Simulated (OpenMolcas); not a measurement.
**CH6BNO2 (SMILES OBNCO), step by step**

Wanted: a series of 9 runs (UHF/def2-SVP, CASSCF(2,2)/def2-SVP, CASPT2(2,2)/def2-SVP, CASPT2[IPEA 0](2,2)/def2-SVP, SC-NEVPT2(2,2)/def2-SVP, PC-NEVPT2(2,2)/def2-SVP, MC-PDFT[tPBE](2,2)/def2-SVP, MC-PDFT[ftPBE](2,2)/def2-SVP, and more) of CH6BNO2. 

The results are computed with OpenMolcas 26.06.

**1. The system as given**

The species is CH6BNO2 (11 atoms), meant as a singlet with charge 0. SMILES: `OBNCO`. The N3–C4 distance was set to 2.134 Å, away from the relaxed value. At this shape a bond of the SMILES string is far longer than usual.

Bond lengths: O1–B2 1.362 Å, B2–N3 1.416 Å, C4–O5 1.424 Å, O1–H6 0.965 Å, B2–H7 1.197 Å, N3–H8 1.004 Å, C4–H9 1.100 Å, C4–H10 1.096 Å, O5–H11 0.962 Å. Angles: O1–B2–N3 121.8°, O1–B2–H7 118.8°, N3–B2–H7 119.3°, B2–O1–H6 111.4°, B2–N3–H8 119.6°, C4–O5–H11 108.4°, O5–C4–H9 108.7°, O5–C4–H10 110.7°, H9–C4–H10 108.2°. A long bond or contact: N3–C4 2.134 Å.

**2. A single-point energy at UHF/def2-SVP (run 1)**

The input, step1.input:

```
>>> EXPORT MOLCAS_PRINT=2

&GATEWAY
  BasLib=$CurrDir
  Coord
  11
  bohr
  O     -0.58089614     3.82406301     2.29692620
  B     -0.17592783     1.76237181     3.78357374
  N      0.18746650    -0.67688667     2.74592513
  C     -0.14078460    -1.56299248    -1.17408684
  O      1.57508672    -0.03099151    -2.57116137
  H     -0.16629023     3.47899902     0.55592152
  H     -0.14663708     2.02617758     6.03026913
  H      0.75948660    -2.09644893     3.86691066
  H     -2.07076189    -1.18863773    -1.84871907
  H      0.26853008    -3.57158238    -1.46378186
  H      1.27121876    -0.29952159    -4.34296858
  Basis=def2-SVP
  Group=NoSym

&SEWARD

&SCF
  UHF
  Scramble=0.25
  PrOrbitals=0
```

The basis set def2-SVP is read from a file made from the Basis Set Exchange's data (not shown).

Launch:

```
$ export MOLCAS_MEM=1860
$ pymolcas step1.input > step1.log
```

Log:

```text
--- Start Module: gateway ---
[...]
--- Stop Module: gateway /rc=_RC_ALL_IS_WELL_ ---
--- Start Module: seward ---
[...]
      Basis functions          100
--- Stop Module: seward /rc=_RC_ALL_IS_WELL_ ---
[...]
--- Start Module: scf ---
[...]
       Convergence after  28 Iterations
[...]
::    Total SCF energy                               -269.9730253919
[...]
      Total spin, S                                     0.3271687832
[...]
      Total electronic charge=   40.000000
      Total            charge=   -0.000000
[...]
      Dipole Moment (debye):
      Origin of the operator (angstrom)=    0.1045    0.3538    0.4544
                   X= -4.5806E-01               Y= -3.4366E+00               Z= -3.3072E+00           Total=  4.7914E+00
      Quadrupole Moment (debye*angstrom):
[...]
--- Stop Module: scf /rc=_RC_ALL_IS_WELL_ ---
[...]
```

It took 16 s on 1 thread of Intel Xeon Platinum 8375C at 2.90GHz (Ice Lake), shared host; peak memory 0.56 GiB.

**3. A single-point energy at CASSCF(2,2)/def2-SVP (run 2)**

The input, step2.input:

```
* CH6BNO2 CASSCF

&GATEWAY
 BASLIB=$CurrDir
 COORD
 11
 bohr
 O     -0.58089614     3.82406301     2.29692620
 B     -0.17592783     1.76237181     3.78357374
 N      0.18746650    -0.67688667     2.74592513
 C     -0.14078460    -1.56299248    -1.17408684
 O      1.57508672    -0.03099151    -2.57116137
 H     -0.16629023     3.47899902     0.55592152
 H     -0.14663708     2.02617758     6.03026913
 H      0.75948660    -2.09644893     3.86691066
 H     -2.07076189    -1.18863773    -1.84871907
 H      0.26853008    -3.57158238    -1.46378186
 H      1.27121876    -0.29952159    -4.34296858
 BASIS=def2-SVP
 GROUP=NoSym

&SEWARD

&RASSCF
 FILEORB=$CurrDir/step1.UnaOrb
 SPIN=1
 NACTEL=2 0 0
 INACTIVE=19
 RAS2=2
 ORBLISTING=Few
 ORBAPPEAR=Compact
```

The basis set def2-SVP is read from a file made from the Basis Set Exchange's data (not shown).

Launch:

```
$ export MOLCAS_MEM=1860
$ pymolcas step2.input > step2.log
```

Log:

```text
--- Start Module: gateway ---
[...]
--- Stop Module: gateway /rc=_RC_ALL_IS_WELL_ ---
--- Start Module: seward ---
[...]
      Basis functions          100
--- Stop Module: seward /rc=_RC_ALL_IS_WELL_ ---
[...]
--- Start Module: rasscf ---
[...]
      Number of active orbitals                  2
[...]
      Spin quantum number                      0.0
[...]
      Active orbitals                            2
[...]
      Number of CSFs                             3
[...]
      Number of root(s) required                 1
[...]
      Convergence after 12 iterations
[...]
      printout of CI-coefficients larger than  0.05 for root  1
      energy=    -270.011436
      conf/sym  11     Coeff  Weight
             1  20   0.96465 0.93055
             3  02  -0.26354 0.06945
      Natural orbitals and occupation numbers for root  1
      sym 1:   1.861094   0.138906
      ************************************************************************************************************************
      *                                                    Final results                                                     *
[...]
::    RASSCF root number  1 Total energy:   -270.01143637
[...]
      Total electronic charge=   40.000000
      Total            charge=   -0.000000
[...]
      Dipole Moment (debye):
      Origin of the operator (angstrom)=    0.1045    0.3538    0.4544
                   X= -4.7855E-01               Y= -3.4657E+00               Z= -3.3624E+00           Total=  4.8524E+00
      Quadrupole Moment (debye*angstrom):
[...]
--- Stop Module: rasscf /rc=_RC_ALL_IS_WELL_ ---
[...]
```

Wall time 11 s (1 thread of Intel Xeon Platinum 8375C at 2.90GHz (Ice Lake), shared host); peak memory 0.56 GiB.

Runs 3 to 4 aren't shown in full; the table further down has their settings and results.

**4. A single-point energy at SC-NEVPT2(2,2)/def2-SVP (run 5)**

The input, step5.input:

```
* CH6BNO2 NEVPT2

&GATEWAY
 BasLib = $CurrDir
 Coord
 11
 bohr
 O     -0.58089614     3.82406301     2.29692620
 B     -0.17592783     1.76237181     3.78357374
 N      0.18746650    -0.67688667     2.74592513
 C     -0.14078460    -1.56299248    -1.17408684
 O      1.57508672    -0.03099151    -2.57116137
 H     -0.16629023     3.47899902     0.55592152
 H     -0.14663708     2.02617758     6.03026913
 H      0.75948660    -2.09644893     3.86691066
 H     -2.07076189    -1.18863773    -1.84871907
 H      0.26853008    -3.57158238    -1.46378186
 H      1.27121876    -0.29952159    -4.34296858
 Basis = def2-SVP
 Group = NoSym

&SEWARD

&RASSCF
 FileOrb = $CurrDir/step2.RasOrb
 Spin = 1
 Nactel = 2 0 0
 Inactive = 19
 Ras2 = 2
 OrbListing = Few
 OrbAppear = Compact

&CASPT2
 SC-NEVPT2
 Frozen = 5
```

The basis set def2-SVP is read from a file made from the Basis Set Exchange's data (not shown).

Launch:

```
$ export MOLCAS_MEM=1860
$ pymolcas step5.input > step5.log
```

Log:

```text
--- Start Module: gateway ---
[...]
--- Stop Module: gateway /rc=_RC_ALL_IS_WELL_ ---
[...]
      Basis functions          100
[...]
--- Start Module: rasscf ---
[...]
      Number of active orbitals                  2
[...]
      Spin quantum number                      0.0
[...]
      Active orbitals                            2
[...]
      Number of CSFs                             3
[...]
      Number of root(s) required                 1
[...]
      Convergence after  4 iterations
[...]
      printout of CI-coefficients larger than  0.05 for root  1
      energy=    -270.011436
      conf/sym  11     Coeff  Weight
             1  20   0.96465 0.93055
             3  02  -0.26354 0.06945
      Natural orbitals and occupation numbers for root  1
      sym 1:   1.861092   0.138908
      ************************************************************************************************************************
      *                                                    Final results                                                     *
[...]
::    RASSCF root number  1 Total energy:   -270.01143637
[...]
      Total electronic charge=   40.000000
      Total            charge=   -0.000000
[...]
      Dipole Moment (debye):
      Origin of the operator (angstrom)=    0.1045    0.3538    0.4544
                   X= -4.7854E-01               Y= -3.4657E+00               Z= -3.3624E+00           Total=  4.8524E+00
      Quadrupole Moment (debye*angstrom):
[...]
--- Stop Module: rasscf /rc=_RC_ALL_IS_WELL_ ---
[...]
--- Start Module: caspt2 ---
[...]
      E2 (Variational):          -0.7340412822
[...]
      E2 (Variational):          -0.7338449797
      Total energy:            -270.7452813458
[...]
      Reference weight:           0.82353
[...]
::    SC-NEVPT2 Root  1     Total energy:   -270.74528135
[...]
--- Stop Module: caspt2 /rc=_RC_ALL_IS_WELL_ ---
[...]
```

It took 9.3 s on 1 thread of Intel Xeon Platinum 8375C at 2.90GHz (Ice Lake), shared host; peak memory 0.56 GiB.

Runs 6 to 8 aren't shown in full; the table further down has their settings and results.

**5. A single-point energy at MRCI(2,2)/def2-SVP (run 9)**

The input, step9.input:

```
>>> EXPORT MOLCAS_PRINT=2

&GATEWAY
  BASLIB = $CurrDir
  COORD
  11
  bohr
  O     -0.58089614     3.82406301     2.29692620
  B     -0.17592783     1.76237181     3.78357374
  N      0.18746650    -0.67688667     2.74592513
  C     -0.14078460    -1.56299248    -1.17408684
  O      1.57508672    -0.03099151    -2.57116137
  H     -0.16629023     3.47899902     0.55592152
  H     -0.14663708     2.02617758     6.03026913
  H      0.75948660    -2.09644893     3.86691066
  H     -2.07076189    -1.18863773    -1.84871907
  H      0.26853008    -3.57158238    -1.46378186
  H      1.27121876    -0.29952159    -4.34296858
  BASIS = def2-SVP
  GROUP = NoSym

&SEWARD

&RASSCF
  FILEORB = $CurrDir/step2.RasOrb
  SPIN = 1
  NACTEL = 2 0 0
  INACTIVE = 19
  RAS2 = 2
  ORBLISTING = Few
  ORBAPPEAR = Compact

&MOTRA
  LUMORB
  FROZEN = 5

&GUGA
  ELECTRONS = 30
  SPIN = 1
  INACTIVE = 14
  ACTIVE = 2
  CIALL = 1

&MRCI
  SDCI
```

The basis set def2-SVP is read from a file made from the Basis Set Exchange's data (not shown).

Launch:

```
$ export MOLCAS_MEM=1860
$ pymolcas step9.input > step9.log
```

Log:

```text
--- Start Module: gateway ---
[...]
--- Stop Module: gateway /rc=_RC_ALL_IS_WELL_ ---
[...]
      Basis functions          100
[...]
      Number of active orbitals                  2
[...]
      Spin quantum number                      0.0
[...]
      Active orbitals                            2
[...]
      Number of CSFs                             3
[...]
      Number of root(s) required                 1
[...]
      Convergence after  4 iterations
[...]
      printout of CI-coefficients larger than  0.05 for root  1
      energy=    -270.011436
      conf/sym  11     Coeff  Weight
             1  20   0.96465 0.93055
             3  02  -0.26354 0.06945
      Natural orbitals and occupation numbers for root  1
      sym 1:   1.861092   0.138908
      ************************************************************************************************************************
      *                                                    Final results                                                     *
[...]
::    RASSCF root number  1 Total energy:   -270.01143637
[...]
      Dipole Moment (debye):
      Origin of the operator (angstrom)=    0.1045    0.3538    0.4544
                   X= -4.7854E-01               Y= -3.4657E+00               Z= -3.3624E+00           Total=  4.8524E+00
      Quadrupole Moment (debye*angstrom):
[...]
--- Start Module: guga ---
[...]
--- Stop Module: guga /rc=_RC_ALL_IS_WELL_ ---
[...]
       (But an ACPF correction will be computed)
       USE THE DEFAULT ACPF G-VALUE GFAC=   6.6666666666666666E-002
[...]
                      CI ENERGY:  -270.67066244
[...]
                ACPF CORRECTION:    -0.10324721
[...]
      Total electronic charge=   40.000000
      Total            charge=    0.000000
[...]
     ACPF CORRECTION:     -0.10324721
[...]
  CI State   1     Total energy:   -270.67066244     QDav:     -0.11187355     QACPF:     -0.10324721
[...]
```

It took 2.2 min on 1 thread of Intel Xeon Platinum 8375C at 2.90GHz (Ice Lake), shared host; peak memory 0.56 GiB.

**6. The series**

```
run                         level  scramble           active rule  energy (Eh)  dipole moment (D) of the reference  wall time
  1                  UHF/def2-SVP      0.25                     –  -269.973025                                4.79       16 s
  2          CASSCF(2,2)/def2-SVP         –  uhf natural orbitals  -270.011436                                4.85       11 s
  3          CASPT2(2,2)/def2-SVP         –  uhf natural orbitals  -270.747321                                4.85      9.9 s
  4  CASPT2[IPEA 0](2,2)/def2-SVP         –  uhf natural orbitals  -270.750065                                4.85       10 s
  5       SC-NEVPT2(2,2)/def2-SVP         –  uhf natural orbitals  -270.745281                                4.85      9.3 s
  6       PC-NEVPT2(2,2)/def2-SVP         –  uhf natural orbitals  -270.745478                                4.85      9.3 s
  7   MC-PDFT[tPBE](2,2)/def2-SVP         –  uhf natural orbitals  -271.163211                                4.85      9.6 s
  8  MC-PDFT[ftPBE](2,2)/def2-SVP         –  uhf natural orbitals  -271.269805                                4.85      9.6 s
  9            MRCI(2,2)/def2-SVP         –  uhf natural orbitals  -270.670662                                4.85    2.2 min
```

**7. Summary of results**

| quantity | value |
| --- | --- |
| run 9, MRCI(2,2)/def2-SVP: total energy | -270.67066 Eh |
| run 9, MRCI(2,2)/def2-SVP: dipole moment (CASSCF density) | 4.85 D |

**Reading.** Below the UHF energy at the same shape and in the same basis (def2-SVP): CASSCF(2,2) -38.4 mEh; CASPT2(2,2) -774.3 mEh; CASPT2[IPEA 0](2,2) -777.0 mEh; SC-NEVPT2(2,2) -772.3 mEh; PC-NEVPT2(2,2) -772.5 mEh; MRCI(2,2) -697.6 mEh. Active-space methods hold only the correlation inside their space unless a perturbation or CI step follows. Spin contamination of the reference: run 1 ⟨S²⟩ = 0.43. All runs together took 3.6 min, the longest 2.2 min.
